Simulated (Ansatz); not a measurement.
# GeH4 (singlet): the correlation ladder at distance Ge1–H2 = 1.889 Å, 6-31G

The task here is to estimate one member of a computed series from the others.

The runs use Ansatz 0.2.0, Gaussian basis; 6-31G, core rule «outside noble gas», up to 14 orbitals frozen.

Plan: UHF; CCSD(T) on RHF; BCCD(T) on RHF; CISD; CCSDT(Q) on RHF; CCSDTQ on RHF; CASSCF and MRCISD+Q, 2 electrons in 2 orbitals; CASSCF and NEVPT2, 2 electrons in 2 orbitals; CASSCF and MRCISD+Q, 8 electrons in 8 orbitals; CASSCF and NEVPT2, 8 electrons in 8 orbitals; Full CI.

### What is computed

The geometry derives from a PBE0/def2-TZVP stationary point (not a proven minimum). One bond is set to the value named and the two fragments are kept rigid. No spin-orbit coupling is included. The filled d shell of Ge may be among the frozen orbitals whatever the setting's name suggests; the logs give the count.

5 atoms, charge 0, spin multiplicity 1.

Atoms are counted from 1 here; the program's logs count them from 0.

Bond lengths: Ge1–H2 1.889 Å, Ge1–H3 1.534 Å, Ge1–H4 1.534 Å, Ge1–H5 1.534 Å. Angles: H2–Ge1–H3 109.5°, H2–Ge1–H4 109.5°, H2–Ge1–H5 109.5°, H3–Ge1–H4 109.5°, H3–Ge1–H5 109.5°, H4–Ge1–H5 109.5°.

Geometry (Å):

```xyz
5
charge 0, multiplicity 1
Ge   -0.0027   -0.0027   -0.0027
H     1.0860    1.0896    1.0882
H    -0.8906   -0.8867    0.8830
H    -0.8865    0.8818   -0.8919
H     0.8847   -0.8904   -0.8852
```

The first run:

Contents of in.yaml:

```yaml
crystal:
  periodic: [false, false, false]
  atoms:
    - {symbol: Ge, position_ang: [-0.002687, -0.002696, -0.002692]}
    - {symbol: H, position_ang: [1.086041, 1.089570, 1.088155]}
    - {symbol: H, position_ang: [-0.890573, -0.886716, 0.882970]}
    - {symbol: H, position_ang: [-0.886513, 0.881817, -0.891916]}
    - {symbol: H, position_ang: [0.884699, -0.890387, -0.885177]}
basis:
  gaussian: {orbitals: 6-31G}
magnetization: {spin_polarized: true, initial_magnetization: 0}
hamiltonian: {xc: hf}
output: {orbitals: {seedname: orbitals}}
```

On the command line:

```console
$ ansatz run in.yaml --threads 1 --pin off --events-out ev --progress --plain --max-ram 4096MiB --backend cpu
```

Among the steps run: UHF; CCSD(T) on RHF; BCCD(T) on RHF; CISD; CCSDT(Q) on RHF; CCSDTQ on RHF; CASSCF and MRCISD+Q, 2 electrons in 2 orbitals; CASSCF and NEVPT2, 2 electrons in 2 orbitals; CASSCF and MRCISD+Q, 8 electrons in 8 orbitals; CASSCF and NEVPT2, 8 electrons in 8 orbitals; Full CI.

One table of the session follows, with a row left open; its other results are not shown here.

It belongs to the step «Misses and costs». 

| method | from FCI (kJ/mol) |
| --- | --- |
| RHF | +244.6 |
| RMP2 | +74.1 |
| CISD | +15.0 |
| RCCSD | +4.5 |
| RCCSD(T) | +1.3 |
| BCCD(T) | +1.3 |
| RCCSDT | +0.1 |
| RCCSDT(Q) | 0.0 |
| RCCSDTQ | 0.0 |
| CASSCF pair | +187.2 |
| NEVPT2 pair | +55.1 |
| MRCISD pair | +8.2 |
| MRCISD+Q pair | -0.6 |
| CASSCF valence | +57.1 |
| NEVPT2 valence | ? |
| MRCISD valence | +1.6 |
| MRCISD+Q valence | +0.9 |
| FCI | 0 |

Estimate the missing values for NEVPT2 valence.

**Answer.** from FCI (kJ/mol): +15.5. In the column «from FCI (kJ/mol)» it lies between CISD (+15.0) and NEVPT2 pair (+55.1).

Limits of these values: MRCISD+Q pair falls below full CI: the +Q correction isn't variational, and the cores differ from full CI's.
